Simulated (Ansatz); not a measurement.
# AsH8NSi2: single point from an input written key by key

A script is to give a single point from an input written key by key; the system is AsH8NSi2. SMILES: N[SiH2][AsH][SiH3].

Program: the Python package of Ansatz 0.2.0. Level of theory: Hartree-Fock/def2-SVP. These are calculated values, not measurements.

## (1) The system

Bond lengths: N1–Si2 1.789 Å, Si2–As3 2.324 Å, As3–Si4 2.322 Å, N1–H5 1.044 Å, N1–H6 1.044 Å, Si2–H7 1.471 Å, Si2–H8 1.470 Å, As3–H9 1.564 Å, Si4–H10 1.470 Å, Si4–H11 1.470 Å, Si4–H12 1.470 Å. Angles (14 of 18 angles, heavy atoms first): N1–Si2–As3 110.2°, Si2–As3–Si4 93.1°, N1–Si2–H7 109.8°, N1–Si2–H8 109.0°, As3–Si2–H7 109.8°, As3–Si2–H8 108.8°, Si2–N1–H5 106.6°, Si2–N1–H6 106.9°, Si2–As3–H9 92.6°, Si4–As3–H9 92.6°, As3–Si4–H10 109.2°, As3–Si4–H11 110.1°, As3–Si4–H12 109.4°, H7–Si2–H8 109.3°.

The script holds or builds the structure itself.

## (2) The code

ash8nsi2.py reads:

```python
'''AsH8NSi2 through the session interface.'''

import ansatz as az
import numpy as np
import pandas as pd

DECK = '''
crystal:
  periodic: [false, false, false]
  atoms:
    - { symbol: 'N', position_ang: [-1.5239, 0.0825, -1.1485] }
    - { symbol: Si, position_ang: [-1.2507, 0.5528, 0.5562] }
    - { symbol: As, position_ang: [0.2305, -0.9242, 1.5679] }
    - { symbol: Si, position_ang: [1.9695, -0.3543, 0.1388] }
    - { symbol: H, position_ang: [-2.3126, 0.671, -1.4982] }
    - { symbol: H, position_ang: [-0.6764, 0.3744, -1.6835] }
    - { symbol: H, position_ang: [-0.7095, 1.9188, 0.6156] }
    - { symbol: H, position_ang: [-2.5314, 0.506, 1.2768] }
    - { symbol: H, position_ang: [-0.2217, -2.1137, 0.6593] }
    - { symbol: H, position_ang: [3.1425, -1.1851, 0.4478] }
    - { symbol: H, position_ang: [1.5736, -0.5921, -1.2565] }
    - { symbol: H, position_ang: [2.3101, 1.064, 0.3243] }
basis:
  gaussian: { orbitals: def2-SVP }
hamiltonian:
  xc: hf
output:
  forces: true
'''

session = az.Session.from_yaml(DECK)
summary = session.plan(threads=1).execute().report

print(f'E = {summary["free_energy_ev"]:.6f} eV = {summary["free_energy_ev"] / 27.211386246:.7f} Ha')
print('converged:', summary['converged'], ' doubts:', summary['published_state_doubts'] or 'none')
symbols = ['N', 'Si', 'As', 'Si', 'H', 'H', 'H', 'H', 'H', 'H', 'H', 'H']
state = summary['mean_field']['state']
print(f'mean field: {state["energy"]["hartree"]:.7f} Ha, <S^2> = {abs(state["spin_squared"]):.4f}, stability: {state.get("stability", {}).get("kind")}')

print('forces (eV/A)')
for symbol, f in zip(symbols, summary['forces_ev_ang']):
    print(f'  {symbol:2s} {f[0]:9.4f} {f[1]:9.4f} {f[2]:9.4f}')
charges = summary['charge_distribution']
table = pd.DataFrame({'atom': symbols, 'mulliken': charges['mulliken_charges_e'], 'lowdin': charges['lowdin_charges_e']})
print(table.round(3).to_string())
print('dipole (e A):', np.round(charges['dipole_moment_e_ang'], 4) + 0.0)
```

## (3) The run

On the command line:

```sh
python ash8nsi2.py
```

**Question.** What results will this script give? Wanted: total energy; largest force; dipole moment.

**Answer**, as computed:

| quantity | value |
| --- | --- |
| total energy | -78115.5029 eV |
| largest force | 2.068 eV/Å |
| dipole moment | 1.84 D |

**Reading.** Forces reach 2.07 eV/Å, so the atoms aren't at rest. Caveats:
- The geometry is a force-field or estimated start, not a minimum of this method, and the basis set is short of its limit.
- The Löwdin charges here are taken after orthogonalising the functions within each atom; they differ from plain Löwdin charges, and their signs can be unphysical.
